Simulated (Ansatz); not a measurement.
# AlRu (CsCl type): the cost of one run

Method: DFT PBE, with the methods named in each step, in Ansatz 0.2.0.

### Step 1. The starting structure

It takes space group Pm-3m (No. 221, cubic). The conventional cell has a = 2.928 Å, b = 2.928 Å, c = 2.928 Å, α = 90.00°, β = 90.00°, γ = 90.00°. Around Ru (site symmetry m-3m) lie 8 Al at 2.54 Å. Al (site symmetry m-3m) has 8 Ru at 2.54 Å as nearest neighbours.

Coordinates:

```
CELL_PARAMETERS angstrom
2.92824 0.00000 0.00000
0.00000 2.92824 0.00000
0.00000 0.00000 2.92824
ATOMIC_POSITIONS crystal
Ru 0.00000 0.00000 0.00000
Al 0.50000 0.50000 0.50000
```

Atoms are numbered in the order of the input: Ru1, Al2.

### Step 2. Bulk cell relaxed, PAW

File input.yaml:

```yaml
crystal:
  lattice:
    - [2.9282441582, 0.0, 0.0]
    - [0.0, 2.9282441582, 0.0]
    - [0.0, 0.0, 2.9282441582]
  atoms:
    - { symbol: Ru, position: [0.0, 0.0, 0.0] }
    - { symbol: Al, position: [0.5, 0.5, 0.5] }
kpoints:
  mp_grid: { grid: [15, 15, 15] }
scf:
  occupations: { method: fermi_dirac, width: 0.1 }
hamiltonian:
  xc: pbe
  pseudopotentials: { kind: paw }
output:
  forces: true
  stress: true
  write_density: true
  write_potential: true
  elf: true
  volumetric_format: npy
relax:
  f_tol: 0.005
  max_steps: 40
  cell: {}
```

Started as:

```sh
ansatz run input.yaml --threads 1 --pin off --max-ram 3584MiB --backend cpu --events-out ev --progress --plain --runs-dir out
```

What time and memory should one allow on 1 thread of Intel Xeon Platinum 8488C (Sapphire Rapids), shared host?

About 9.4 s, with a peak of 0.41 GiB.
